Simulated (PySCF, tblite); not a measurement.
# C5H14BN: geometry, infrared bands and NMR shifts

Aim: predict the infrared bands and NMR shifts of C5H14BN (`[BH3-][N@H+](C)C1CCC1`).

Programs: tblite 0.8.0 and PySCF 2.14.0, with density-fitted response routines of our own. Each step states its level of theory. These are calculated values for one molecule in the gas phase, unless marked as measured. Atoms are numbered from 0 throughout.

## (1) The molecule as given

21 atoms, charge 0, multiplicity 1; geometry from: force field or distance geometry start.

Bonds of the start (Å): B0–N1 1.56, N1–C2 1.46, N1–C3 1.49, C3–C4 1.52, C4–C5 1.51, C5–C6 1.51, C6–C3 1.54, B0–H7 1.19, B0–H8 1.19, B0–H9 1.21, N1–H10 1.05, C2–H11 1.10, C2–H12 1.13, C2–H13 1.12, C3–H14 1.11, C4–H15 1.11, C4–H16 1.12, C5–H17 1.12, C5–H18 1.12, C6–H19 1.12, C6–H20 1.12.

## (2) Relaxing the molecule with GFN2-xTB

What the job is given:

```
{"job": {"kind": "relax", "xc": "GFN2-xTB", "basis": "xTB"}, "charge": 0, "multiplicity": 1}
B     -1.839700    -0.577300     0.968700
N     -0.924000     0.284800     0.049400
C     -1.614900     0.571100    -1.200100
C      0.352000    -0.428600    -0.223200
C      1.417600     0.427800    -0.892500
C      2.335000     0.255000     0.294700
C      1.276100    -0.563900     1.001900
H     -1.344300    -0.742000     2.042600
H     -2.060400    -1.639900     0.470800
H     -2.889700    -0.012800     1.151500
H     -0.728400     1.184600     0.546500
H     -1.021600     1.238200    -1.850300
H     -2.585000     1.112300    -0.997500
H     -1.840100    -0.358700    -1.773900
H      0.200800    -1.400800    -0.737000
H      1.821100    -0.043800    -1.807900
H      1.132000     1.497900    -1.033000
H      3.245600    -0.345700     0.054000
H      2.553800     1.219000     0.821800
H      1.602500    -1.614600     1.189500
H      0.902600    -0.045800     1.923400
```

Started as:

```
$ OMP_NUM_THREADS=1 python probes_run.py task.json out
```

The driver reads the jobs from task.json and runs them one after another.

**Question.** This job is followed by: GFN2-xTB harmonic vibrations, gas phase; GIAO PBE0/pcSseg-1 NMR shielding, non-relativistic, gas phase. Predict these results of the whole session: strongest single infrared mode (GFN2-xTB); zero-point energy (GFN2-xTB); ¹³C shifts against TMS (PBE0/pcSseg-1); ¹H shifts against TMS (PBE0/pcSseg-1, means over atoms taken as alike); ¹¹B shifts against BF3·OEt2 (PBE0/pcSseg-1); ¹⁵N shifts against NH3 (PBE0/pcSseg-1).

As calculated:

| quantity | value |
| --- | --- |
| strongest single infrared mode (GFN2-xTB) | 2428 cm⁻¹, 324 km/mol |
| zero-point energy (GFN2-xTB) | 117.5 kcal/mol |
| ¹³C shifts against TMS (PBE0/pcSseg-1) | 57.9, 39.1, 31.4, 29.4, 12.9 ppm |
| ¹H shifts against TMS (PBE0/pcSseg-1, means over atoms taken as alike) | 2.98, 2.66, 2.41, 2.30, 2.05, 2.05, 1.71, 1.70, 1.70, 1.63 ppm |
| ¹¹B shifts against BF3·OEt2 (PBE0/pcSseg-1) | -22.4 ppm |
| ¹⁵N shifts against NH3 (PBE0/pcSseg-1) | 78.5 ppm |

What this shows: The optimisation took 89 steps and gained 0.442 eV; among the close pairs (by a distance rule), B0–N1 changed most, from 1.558 to 1.648 Å. All 57 modes are real, so the xTB geometry is a minimum. The strongest single mode, at 2428 cm⁻¹, moves mainly H9. GFN2-xTB is a fitted tight-binding method: band positions and strengths are rough. Its intensities can rank the bands wrongly. H14 (hydrogen on an sp3 CH bonded to N) lies farthest downfield among hydrogen, at 2.98 ppm; its carbon carries N, an electronegative neighbour.
